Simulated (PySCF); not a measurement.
# RbB+: from the state search to spectroscopic constants

An exercise on one series of results from a longer session: the logs are not shown, and one member is left open.

Computed with PySCF 2.14.0. Level: Rb def2-SVPD with ECP28, B def2-SVPD, scalar-relativistic core potentials.

Set-up of the first run:

A driver script around PySCF takes these settings:

| Property | Result |
| --- | --- |
| atoms | Rb, B |
| charge | 1 |
| basis | Rb def2-SVPD with ECP28, B def2-SVPD |
| Hamiltonian | scalar-relativistic core potentials |
| basis functions | 47 |
| electrons treated | 13 |
| masses in u | 84.9118, 11.0093 |
| levels | PBE0, PBE, r²SCAN, MN15, B3LYP, r²SCAN0, ωB97X, HF, MP2, SCS-MP2, CCSD, CCSD(T) |
| grid | 80 radial by 434 angular points |
| occupations | held fixed by the projection of orbital angular momentum |
| dissociation limit | Rb+ + B, each in its ground configuration |
| starting distance in angstrom | 2.975 |
| values of 2S to try | 1, 3 |

Launch:

```sh
$ OMP_NUM_THREADS=1 python dia.py task.json out
```

Steps of the session up to this table: Input; The PBE0 curve of the state that the search chose; Higher solutions at PBE0; PBE (GGA); r²SCAN (meta-GGA); MN15 (hybrid meta-GGA); B3LYP; r²SCAN0 (hybrid meta-GGA); ωB97X (range-separated hybrid); UHF; MP2 and coupled cluster.

One of the session's tables, all rows but one given; the rest of the session is left out.

```
      level  Re (Å)  ωe (cm⁻¹)  De (eV)
        UHF   3.698      113.4    0.248
    UHF-MP2   3.601      124.5    0.286
UHF-SCS-MP2   3.620      121.9    0.277
   UHF-CCSD   3.623      120.6    0.276
UHF-CCSD(T)       ?          ?        ?
        PBE   3.585      120.8    0.321
     r²SCAN   3.607      118.9    0.282
      B3LYP   3.593      120.5    0.290
       PBE0   3.572      123.4    0.302
    r²SCAN0   3.581      122.9    0.285
       MN15   3.576      125.3    0.314
      ωB97X   3.512      137.3    0.309
```

Q: Estimate the row for UHF-CCSD(T) from the others.

As computed: Re (Å): 3.620; ωe (cm⁻¹): 121.0; De (eV): 0.278.

De is counted to Rb+ + B in their ground configurations.

To keep in mind: The bond is weak, and basis-set superposition, which was not computed, may be a sizeable part of it.
